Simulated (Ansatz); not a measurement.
Run this with the Python package of Ansatz (0.2.0) and show what comes out.

`run_relaxed_scan.py`:
```python
# -*- coding: utf-8 -*-
"""Relaxed scan of one distance in BBrH2O."""

import ansatz as az
import numpy as np

BASIS = "def2-SVP"
FUNCTIONAL = "hf"

geometry = (
    az.Crystal.molecule()
    .atom("O", (-0.8593, -0.7915, 0.0907))
    .atom("B", (0.3111, 0.036, 0.2176))
    .atom("Br", (0.1874, 2.0371, 0.2611))
    .atom("H", (-0.9509, -0.8431, -0.9023))
    .atom("H", (1.3616, -0.5121, 0.2914))
)

model = geometry.calculation()
model = model.basis(gaussian=BASIS).functional(FUNCTIONAL)
symbols = [site.symbol for site in geometry.cartesian_sites]
pairs = [(0, 1), (0, 3), (1, 2), (1, 4)]
print("held (A)   E (eV)        ", "  ".join(f"{symbols[i]}{i}-{symbols[j]}{j}" for i, j in pairs))
for length in [1.32, 1.44, 1.55, 1.73, 1.94]:
    r = model.relax(constraints=[az.DistanceConstraint((0, 1), at=length)], force_tolerance=0.02, max_steps=60).run(threads=1).report
    xyz = np.array(r["positions_ang"])
    print(f"{length:6.2f} {r['free_energy_ev']:14.5f}  ", "  ".join(f"{np.linalg.norm(xyz[i] - xyz[j]):.3f}" for i, j in pairs))
```

Running `python run_relaxed_scan.py` prints:
```text
held (A)   E (eV)         O0-B1  O0-H3  B1-Br2  B1-H4
DeckWarning: relax.constraints: the input's atoms, or those drawn, lie off the distances that are held; a relaxation that starts there is brought onto them ahead of its first SCF, by positions alone, an atom by 5.95e-2 Å at the most. With the symmetry detection on, the symmetry is detected on the input's atoms as so [...]
  1.32   -72731.28490   1.320  0.946  1.951  1.190
  1.44   -72731.03129   1.440  0.946  1.928  1.186
  1.55   -72730.47547   1.550  0.946  1.911  1.185
  1.73   -72729.32037   1.730  0.947  1.889  1.182
  1.94   -72727.94603   1.940  0.947  1.870  1.181
```
(Warnings from the package without file and line, shortened, repeats left out.)

What to keep in mind:
- Total energies depend on the basis set; only differences at equal settings carry meaning.
- The energies are electronic: no zero-point or thermal terms, and the basis set is short of its limit.
- Hardware and time: 56 s on 1 thread of Arm Neoverse V2, on a shared host, peak memory 0.2 GiB.
